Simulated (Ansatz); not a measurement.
**GaLi (singlet): wave-function methods side by side at distance Ga1–Li2 = 4.575 Å, aug-cc-pVTZ**

The task here is to estimate one member of a computed series from the others.

The runs use Ansatz 0.2.0, Gaussian basis; aug-cc-pVTZ, core rule «outside noble gas», up to 15 orbitals frozen.

To be run: UHF; CCSD(T) on RHF; CCSD(T) on UHF; BCCD(T) on RHF; CCSDT(Q) on RHF; CCSDT(Q) on UHF; Full CI.

42 further runs of the same task are left out: 18 for a known fault of the program, 2 for a mislabelled method, 15 that didn't finish, 7 set aside as unsound or not needed.

## The system

The geometry derives from a PBE0/def2-TZVP stationary point (not a proven minimum). One bond is set to the value named and the two fragments are kept rigid. No spin-orbit coupling is included. The filled d shell of Ga may be among the frozen orbitals whatever the setting's name suggests; the logs give the count.

2 atoms, charge 0, spin multiplicity 1.

Atoms are counted from 1 here; the program's logs count them from 0.

No contacts short enough for the rule that draws bonds.

The first run:

in.yaml

```yaml
crystal:
  periodic: [false, false, false]
  atoms:
    - {symbol: Ga, position_ang: [0.000000, 0.000000, 0.000000]}
    - {symbol: Li, position_ang: [0.000000, 0.000000, 4.575000]}
basis:
  gaussian: {orbitals: aug-cc-pVTZ}
magnetization: {spin_polarized: true, initial_magnetization: 0}
hamiltonian: {xc: hf}
output: {orbitals: {seedname: orbitals}}
```

Command:

```console
$ ansatz run in.yaml --threads 1 --pin off --events-out ev --progress --plain --max-ram 2393MiB
```

Steps of the session up to this table: UHF; CCSD(T) on RHF; CCSD(T) on UHF; BCCD(T) on RHF; CCSDT(Q) on RHF; CCSDT(Q) on UHF; Full CI.

One of the session's tables, all rows but one given; the rest of the session is left out.

```
   method  from FCI (kcal/mol)
      RHF               +56.76
      UHF               +35.06
     RMP2               +18.91
     UMP2               +12.60
    RCCSD                +3.50
    UCCSD                +2.96
 RCCSD(T)                +0.62
 UCCSD(T)                    ?
  BCCD(T)                +0.65
   RCCSDT                +0.20
   UCCSDT                +0.37
RCCSDT(Q)                +0.01
UCCSDT(Q)                +0.11
      FCI                    0
```

**Question.** Estimate the row for UCCSD(T).

The run gave: from FCI (kcal/mol): +1.89. In the column «from FCI (kcal/mol)» it lies between BCCD(T) (+0.65) and UCCSD (+2.96).

To keep in mind: The determinant is far from a pure spin state, so its energy mixes those of several spin states (harmless only where they are near-degenerate, as at dissociation). Restricted and unrestricted rows rest on different reference determinants; where their highest levels disagree by more than a few hundredths of an eV, they describe different states and don't form one ladder.
